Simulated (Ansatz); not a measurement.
# P (black phosphorus): the cost of one run

Program: Ansatz 0.2.0. Level of theory: DFT r2SCAN+rVV10, scalar-relativistic, plane waves, PAW. These are calculated values, not measurements.

## 1. The system as given

The structure is orthorhombic, space group Cmce (No. 64). Conventional cell: a = 3.316 Å, b = 10.484 Å, c = 4.379 Å, α = 90.00°, β = 90.00°, γ = 90.00°. Around P (site symmetry m) lie 3 P at 2.22 to 2.24 Å.

Coordinates:

```
P
1.0
     1.65820   -5.24200    0.00000
     1.65820    5.24200    0.00000
     0.00000    0.00000    4.37930
P
4
Direct
  0.89838 0.10162 0.08068
  0.60162 0.39838 0.58068
  0.10162 0.89838 0.91932
  0.39838 0.60162 0.41932
```

The structure rests on an entry of the Crystallography Open Database; cell or positions may have been set otherwise for this series.

## 2. Relaxing cell and atoms: P (black phosphorus), no spin

Input file input.yaml:

```yaml
crystal:
  lattice:
    - [1.6582, -5.242, 0.0]
    - [1.6582, 5.242, 0.0]
    - [0.0, 0.0, 4.3793]
  atoms:
    - { symbol: P, position: [0.89838, 0.10162, 0.08068] }
    - { symbol: P, position: [0.60162, 0.39838, 0.58068] }
    - { symbol: P, position: [0.10162, 0.89838, 0.91932] }
    - { symbol: P, position: [0.39838, 0.60162, 0.41932] }
scf:
  occupations: { method: gaussian, width: 0.05 }
output:
  forces: true
  stress: true
  eigenvalues: true
  write_density: true
  write_potential: true
  elf: true
  volumetric_format: npy
hamiltonian:
  xc: r2scan
  dispersion: rvv10
kpoints:
  mp_grid: { grid: [12, 12, 10] }
basis:
  ecutwfc: 520
relax:
  f_tol: 0.002
  max_steps: 100
  cell: { stress_tol: 0.01 }
```

Launch:

```bash
ansatz run input.yaml --threads 4 --pin off --max-ram 9216MiB --backend cpu --events-out ev --progress --plain --runs-dir out
```

**Question.** How long does this run take on 4 threads of Intel Xeon Platinum 8259CL at 2.50GHz (Skylake/Cascade Lake), shared host, and how much memory does it need?

About 2.6 min, with a peak of 1.2 GiB.
